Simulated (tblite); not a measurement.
# C6H16NPSi: the cost of one run

The runs use tblite 0.8.0 and PySCF 2.14.0, with density-fitted response routines of our own; the level of theory stands in each step. All values are computed, except where a source is named. Atoms count from 0, in the outputs and in this text.

**1. The starting structure**

25 atoms, charge 0, multiplicity 1; geometry from: force field or distance geometry start.

Bonds of the start (Å): C0–C1 1.50, C1–C2 1.48, C2–Si3 1.85, C2–P4 1.67, P4–N5 1.76, N5–C6 1.40, N5–C7 1.39, C7–C8 1.50, C0–H9 1.11, C0–H10 1.11, C0–H11 1.11, C1–H12 1.11, C1–H13 1.12, Si3–H14 1.46, Si3–H15 1.49, Si3–H16 1.47, C6–H17 1.12, C6–H18 1.13, C6–H19 1.11, C7–H20 1.13, C7–H21 1.10, C8–H22 1.12, C8–H23 1.10, C8–H24 1.13.

**2. Relaxing the molecule with GFN2-xTB**

Job settings and geometry (Å):

```
{"job": {"kind": "relax", "xc": "GFN2-xTB", "basis": "xTB"}, "charge": 0, "multiplicity": 1}
C      3.127100     1.504000     0.358700
C      2.978100     0.011300     0.355800
C      1.578600    -0.462800     0.219400
Si     1.236700    -2.282700     0.288900
P      0.302900     0.592500    -0.012900
N     -1.323200    -0.055200    -0.186900
C     -1.764700    -0.979200     0.773200
C     -2.247700     0.633000    -0.962300
C     -3.130200     1.632100    -0.263900
H      4.197500     1.752900     0.523100
H      2.479600     1.984300     1.122900
H      2.838500     1.884100    -0.645700
H      3.614000    -0.455100    -0.430600
H      3.359300    -0.372500     1.334900
H      0.497400    -2.620400    -0.926300
H      0.476300    -2.634200     1.521400
H      2.493500    -3.049000     0.241700
H     -1.605200    -2.044000     0.483300
H     -2.879900    -0.881100     0.889800
H     -1.348000    -0.857300     1.798100
H     -2.944900    -0.132200    -1.424400
H     -1.736600     1.089600    -1.823800
H     -2.617000     2.606700    -0.038700
H     -3.672200     1.240200     0.608500
H     -3.920500     1.919300    -1.016600
```

Started as:

```console
OMP_NUM_THREADS=1 python probes_run.py task.json out
```

The driver reads the jobs from task.json and runs them one after another.

**Question.** How long does this first job take on 1 thread of Arm Neoverse V2, shared host, and how much memory does it need?

About 1.3 s, with a peak of 0.18 GiB.
